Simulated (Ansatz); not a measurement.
A run of Ansatz 0.2.0 is set up as follows.

input.yaml

```yaml
crystal:
  lattice:
    - [4.806367, 0.0, 0.0]
    - [0.0, 4.806367, 0.0]
    - [0.0, 0.0, 4.806367]
  atoms:
    - { symbol: Sb, position: [0.5, 0.5, 0.0] }
    - { symbol: Sb, position: [0.0, 0.5, 0.5] }
    - { symbol: Sb, position: [0.5, 0.0, 0.5] }
    - { symbol: In, position: [0.0, 0.0, 0.0] }
hamiltonian:
  xc: pbe
  pseudopotentials: { kind: nc, accuracy: stringent }
kpoints:
  mp_grid: { grid: [6, 6, 6] }
scf:
  occupations: { method: fermi_dirac, width: 0.05 }
output:
  forces: true
  stress: true
  eigenvalues: true
relax:
  f_tol: 0.01
  max_steps: 40
  cell: { stress_tol: 0.05 }
```

Potentials or basis: PseudoDojo stringent (PBE files).

The run is started by

```sh
$ ansatz run input.yaml --threads 2 --pin off --max-ram 5632MiB --backend cpu --events-out ev --progress --plain --runs-dir out
```

What does it give for the space group after relaxing (to 0.05 Å)?

Pm-3m (No. 221).

Predict the band gap on the k mesh.

none (metal or under the smearing width).

Final structure:
```
CELL_PARAMETERS angstrom
4.81530 0.00000 0.00000
0.00000 4.81530 0.00000
0.00000 0.00000 4.81530
ATOMIC_POSITIONS crystal
Sb 0.50000 0.50000 0.00000
Sb 0.00000 0.50000 0.50000
Sb 0.50000 0.00000 0.50000
In 0.00000 0.00000 0.00000
```

 The run has no spin-orbit coupling, so splittings on Sb are missing.
